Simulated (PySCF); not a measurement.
**One shape, several levels: Br2 (SMILES BrBr)**

Aim: a comparison of 6 runs (BHLYP/aug-cc-pVTZ, BLYP/aug-cc-pVTZ, PBE0/aug-cc-pVTZ, SVWN5/aug-cc-pVTZ, TPSS/aug-cc-pVTZ, r2SCAN/aug-cc-pVTZ) of Br2. The job is set up through a Python script.

The results are computed with PySCF 2.14.0.

1 further run of the same task is left out (set aside as unsound or not needed).

## 1. The structure to begin with

Br2 has 2 atoms, charge 0, and is taken as a singlet. As SMILES, `BrBr`. The Br1–Br2 distance was set to 2.966 Å, away from the relaxed value.

Bond lengths: Br1–Br2 2.966 Å.

## 2. The energy at BHLYP/aug-cc-pVTZ (run 1)

input.xyz reads:

```xyz
2
Br2
Br     1.556768    -0.520624     0.797632
Br    -0.972980     0.325390    -0.498520
```

job.py reads:

```python
from pyscf import gto, dft

molecule = gto.M(
    atom='input.xyz',
    verbose=4,
    spin=0,
    basis='aug-cc-pvtz',
    charge=0,
    max_memory=1860,
)

mf = dft.RKS(molecule)
mf.xc = 'bhandhlyp'
mf.grids.level = 5
mf.conv_tol = 1e-10
mf.kernel()
if not mf.converged:
    mf = mf.newton().run(mf.mo_coeff, mf.mo_occ)

energy = mf.e_tot
print('E = %.10f Eh' % energy)
```

Run with:

```bash
OMP_NUM_THREADS=1 python job.py
```

The log of the run:

```text
PySCF version 2.14.0

[INPUT] num. atoms = 2
[INPUT] num. electrons = 70
[INPUT] charge = 0
[INPUT] spin (= nelec alpha-beta = 2S) = 0
[INPUT] symmetry False subgroup None
[INPUT] Mole.unit = angstrom
[INPUT] Symbol           X                Y                Z      unit          X                Y                Z       unit  Magmom
[INPUT]  1 Br     1.556768000000  -0.520624000000   0.797632000000 AA    2.941865159487  -0.983836773876   1.507306028189 Bohr   0.0
[INPUT]  2 Br    -0.972980000000   0.325390000000  -0.498520000000 AA   -1.838665724679   0.614897983672  -0.942066267618 Bohr   0.0

nuclear repulsion = 218.57981306133
number of shells = 28
number of NR pGTOs = 254
number of NR cGTOs = 118
basis = aug-cc-pvtz
ecp = {}

******** <class 'pyscf.dft.rks.RKS'> ********
method = RKS
initial guess = minao
damping factor = 0
level_shift factor = 0
DIIS = <class 'pyscf.scf.diis.CDIIS'>
diis_start_cycle = 1
diis_space = 8
diis_damp = 0
SCF conv_tol = 1e-10
SCF conv_tol_grad = None
SCF max_cycles = 50
direct_scf = True
direct_scf_tol = 1e-13
XC library pyscf.dft.libxc version 7.0.0
    S. Lehtola, C. Steigemann, M. J.T. Oliveira, and M. A.L. Marques.,  SoftwareX 7, 1–5 (2018)
XC functionals = bhandhlyp
    Defined through Gaussian implementation.
radial grids:
    Treutler-Ahlrichs [JCP 102, 346 (1995); DOI:10.1063/1.469408] (M4) radial grids

becke partition: Becke, JCP 88, 2547 (1988); DOI:10.1063/1.454033
pruning grids: <function nwchem_prune>
grids dens level: 5
symmetrized grids: False
atomic radii adjust function: <function treutler_atomic_radii_adjust>
small_rho_cutoff = 0
Set gradient conv threshold to 1e-05
Initial guess from minao.
tot grids = 89472
init E= -5146.08805095826
  HOMO = -0.337319876036307  LUMO = -0.278979632198372  gap/eV = 1.58752
cycle= 1 E= -5148.31021377848  delta_E= -2.22  |g|= 0.237  |ddm|= 1.53
  HOMO = -0.382430258089818  LUMO = -0.224098179583781  gap/eV = 4.30844
cycle= 2 E= -5148.31606133552  delta_E= -0.00585  |g|= 0.134  |ddm|= 0.181
  HOMO = -0.368707615377172  LUMO = -0.206006310456239  gap/eV = 4.42733
cycle= 3 E= -5148.31783921418  delta_E= -0.00178  |g|= 0.0102  |ddm|= 0.0727
  HOMO = -0.36978232610799  LUMO = -0.205353700705687  gap/eV = 4.47433
cycle= 4 E= -5148.31786300558  delta_E= -2.38e-05  |g|= 0.00351  |ddm|= 0.00794
  HOMO = -0.369561040733899  LUMO = -0.204956967871434  gap/eV = 4.47910
cycle= 5 E= -5148.31786666824  delta_E= -3.66e-06  |g|= 0.000986  |ddm|= 0.0027
  HOMO = -0.369576843263427  LUMO = -0.204945175207821  gap/eV = 4.47986
cycle= 6 E= -5148.31786696848  delta_E= -3e-07  |g|= 3.23e-05  |ddm|= 0.000684
  HOMO = -0.369579880007224  LUMO = -0.204945220941037  gap/eV = 4.47994
cycle= 7 E= -5148.317866969  delta_E= -5.23e-10  |g|= 2.44e-06  |ddm|= 4.08e-05
  HOMO = -0.369579637402645  LUMO = -0.204944928994023  gap/eV = 4.47994
cycle= 8 E= -5148.31786696899  delta_E= 6.37e-12  |g|= 4.49e-07  |ddm|= 3.71e-06
  HOMO = -0.369579819376358  LUMO = -0.204945125337757  gap/eV = 4.47994
Extra cycle  E= -5148.31786696903  delta_E= -3.46e-11  |g|= 2.92e-07  |ddm|= 5.98e-07
converged SCF energy = -5148.31786696903
E = -5148.3178669690 Eh
```

Run time: 14 s. Hardware: 1 thread of Arm Neoverse V1, shared host; peak memory 0.62 GiB.

## 3. A single-point energy at BLYP/aug-cc-pVTZ (run 2)

run.py reads:

```python
from pyscf import gto, dft

mol = gto.M(
    atom='''
Br   1.556768  -0.520624   0.797632
Br  -0.972980   0.325390  -0.498520
''',
    verbose=4,
    spin=0,
    basis='aug-cc-pvtz',
    max_memory=1860,
)

calc0 = dft.RKS(mol, xc='blyp')
calc0.conv_tol = 1e-10
calc0.grids.level = 5
calc0.kernel()
if not calc0.converged:
    calc0 = calc0.newton().run(calc0.mo_coeff, calc0.mo_occ)

e_final = calc0.e_tot
print('Final energy', e_final)
```

Run with:

```bash
OMP_NUM_THREADS=1 python run.py
```

The log of the run:

```text
PySCF version 2.14.0

[INPUT] num. atoms = 2
[INPUT] num. electrons = 70
[INPUT] charge = 0
[INPUT] spin (= nelec alpha-beta = 2S) = 0
[INPUT] symmetry False subgroup None
[INPUT] Mole.unit = angstrom
[INPUT] Symbol           X                Y                Z      unit          X                Y                Z       unit  Magmom
[INPUT]  1 Br     1.556768000000  -0.520624000000   0.797632000000 AA    2.941865159487  -0.983836773876   1.507306028189 Bohr   0.0
[INPUT]  2 Br    -0.972980000000   0.325390000000  -0.498520000000 AA   -1.838665724679   0.614897983672  -0.942066267618 Bohr   0.0

nuclear repulsion = 218.57981306133
number of shells = 28
number of NR pGTOs = 254
number of NR cGTOs = 118
basis = aug-cc-pvtz
ecp = {}

******** <class 'pyscf.dft.rks.RKS'> ********
method = RKS
initial guess = minao
damping factor = 0
level_shift factor = 0
DIIS = <class 'pyscf.scf.diis.CDIIS'>
diis_start_cycle = 1
diis_space = 8
diis_damp = 0
SCF conv_tol = 1e-10
SCF conv_tol_grad = None
SCF max_cycles = 50
direct_scf = True
direct_scf_tol = 1e-13
XC library pyscf.dft.libxc version 7.0.0
    S. Lehtola, C. Steigemann, M. J.T. Oliveira, and M. A.L. Marques.,  SoftwareX 7, 1–5 (2018)
XC functionals = blyp
    A. D. Becke.,  Phys. Rev. A 38, 3098 (1988)
    C. Lee, W. Yang, and R. G. Parr.,  Phys. Rev. B 37, 785 (1988)
    B. Miehlich, A. Savin, H. Stoll, and H. Preuss.,  Chem. Phys. Lett. 157, 200 (1989)
radial grids:
    Treutler-Ahlrichs [JCP 102, 346 (1995); DOI:10.1063/1.469408] (M4) radial grids

becke partition: Becke, JCP 88, 2547 (1988); DOI:10.1063/1.454033
pruning grids: <function nwchem_prune>
grids dens level: 5
symmetrized grids: False
atomic radii adjust function: <function treutler_atomic_radii_adjust>
small_rho_cutoff = 0
Set gradient conv threshold to 1e-05
[... 1 set-up line as earlier in the session ...]
tot grids = 89472
init E= -5146.29098652881
  HOMO = -0.27277651678192  LUMO = -0.233721200081343  gap/eV = 1.06275
cycle= 1 E= -5148.40079362917  delta_E= -2.11  |g|= 0.423  |ddm|= 1.67
  HOMO = -0.282137938132842  LUMO = -0.274886574099344  gap/eV = 0.19732
cycle= 2 E= -5148.40699175766  delta_E= -0.0062  |g|= 0.312  |ddm|= 0.345
  HOMO = -0.265453241804263  LUMO = -0.253035950429881  gap/eV = 0.33789
cycle= 3 E= -5148.41498202259  delta_E= -0.00799  |g|= 0.0307  |ddm|= 0.168
  HOMO = -0.271250194558391  LUMO = -0.25761246121021  gap/eV = 0.37110
cycle= 4 E= -5148.41519018066  delta_E= -0.000208  |g|= 0.00627  |ddm|= 0.0286
  HOMO = -0.27072922100923  LUMO = -0.256921327147356  gap/eV = 0.37573
cycle= 5 E= -5148.41520137888  delta_E= -1.12e-05  |g|= 0.00159  |ddm|= 0.00449
  HOMO = -0.270588129661269  LUMO = -0.256746704906778  gap/eV = 0.37664
cycle= 6 E= -5148.41520214345  delta_E= -7.65e-07  |g|= 7.06e-05  |ddm|= 0.00121
  HOMO = -0.270593669324683  LUMO = -0.256759525527971  gap/eV = 0.37645
cycle= 7 E= -5148.41520214445  delta_E= -1e-09  |g|= 4.95e-06  |ddm|= 5.24e-05
  HOMO = -0.27059305513379  LUMO = -0.256758907325223  gap/eV = 0.37645
cycle= 8 E= -5148.41520214447  delta_E= -1.73e-11  |g|= 1.71e-07  |ddm|= 4.07e-06
  HOMO = -0.270593131763379  LUMO = -0.256758989279579  gap/eV = 0.37645
Extra cycle  E= -5148.41520214447  delta_E= 3.64e-12  |g|= 2.41e-07  |ddm|= 3.32e-07
converged SCF energy = -5148.41520214447
Final energy -5148.415202144467
```

It took 13 s on 1 thread of Arm Neoverse V1, shared host; peak memory 0.62 GiB.

## 4. The energy at PBE0/aug-cc-pVTZ (run 3)

geometry.xyz reads:

```xyz
2

Br     1.556768    -0.520624     0.797632
Br    -0.972980     0.325390    -0.498520
```

calc.py reads:

```python
from pyscf import gto, dft

mol = gto.M(
    atom='geometry.xyz',
    max_memory=1860,
    verbose=3,
    basis='aug-cc-pvtz',
    spin=0,
)

mf = dft.RKS(mol, xc='pbe0')
mf.conv_tol = 1e-10
mf.grids.level = 5
mf.kernel()
if not mf.converged:
    mf = mf.newton().run(mf.mo_coeff, mf.mo_occ)

e_final = mf.e_tot
print('E(%s) = %.9f' % ('PBE0', e_final))
```

Run with:

```bash
OMP_NUM_THREADS=1 python calc.py
```

The log of the run:

```text
converged SCF energy = -5147.74240570755
E(PBE0) = -5147.742405708
```

Wall time 14 s (1 thread of Arm Neoverse V1, shared host); peak memory 0.62 GiB.

Runs 4 to 5 aren't shown in full; the table further down has their settings and results.

## 5. A single-point energy at r2SCAN/aug-cc-pVTZ (run 6)

run.py reads:

```python
from pyscf import gto, dft

mol = gto.M(
    atom='''
Br     2.941865    -0.983837     1.507306
Br    -1.838666     0.614898    -0.942066
''',
    max_memory=1860,
    verbose=3,
    basis='aug-cc-pvtz',
    spin=0,
    unit='bohr',
)

mf = dft.RKS(mol)
mf.xc = 'r2scan'
mf.conv_tol = 1e-10
mf.grids.level = 5
mf.kernel()
if not mf.converged:
    mf = mf.newton().run(mf.mo_coeff, mf.mo_occ)

etot = mf.e_tot
print('Final energy', etot)
```

Run with:

```bash
OMP_NUM_THREADS=1 python run.py
```

The log of the run:

```text
converged SCF energy = -5148.31007181518
Final energy -5148.310071815182
```

It took 22 s on 1 thread of Arm Neoverse V1, shared host; peak memory 0.66 GiB.

## 6. All runs side by side

```
run               level   energy (Eh)  dipole moment (D)  HOMO energy (eV)  LUMO energy (eV)  wall time
  1   BHLYP/aug-cc-pVTZ  -5148.317867               0.00            -10.06             -5.58       14 s
  2    BLYP/aug-cc-pVTZ  -5148.415202               0.00             -7.36             -6.99       13 s
  3    PBE0/aug-cc-pVTZ  -5147.742406               0.00             -8.87             -6.43       14 s
  4   SVWN5/aug-cc-pVTZ  -5141.252130               0.00             -7.67             -7.35      9.6 s
  5    TPSS/aug-cc-pVTZ  -5148.166704               0.00             -7.66             -7.14       22 s
  6  r2SCAN/aug-cc-pVTZ  -5148.310072               0.00             -7.87             -7.27       22 s
```

## 7. Summary of results

```
            quantity           value
 run 6: total energy  -5148.31007 Eh
run 6: dipole moment          0.00 D
  run 6: HOMO energy        -7.87 eV
  run 6: LUMO energy        -7.27 eV
run 6: HOMO–LUMO gap         0.60 eV
```

The HOMO–LUMO gap runs from 0.32 eV (SVWN5/aug-cc-pVTZ) to 4.48 eV (BHLYP/aug-cc-pVTZ). Totals of different functionals can't be ranked against each other. All runs together took 95 s, the longest 22 s.
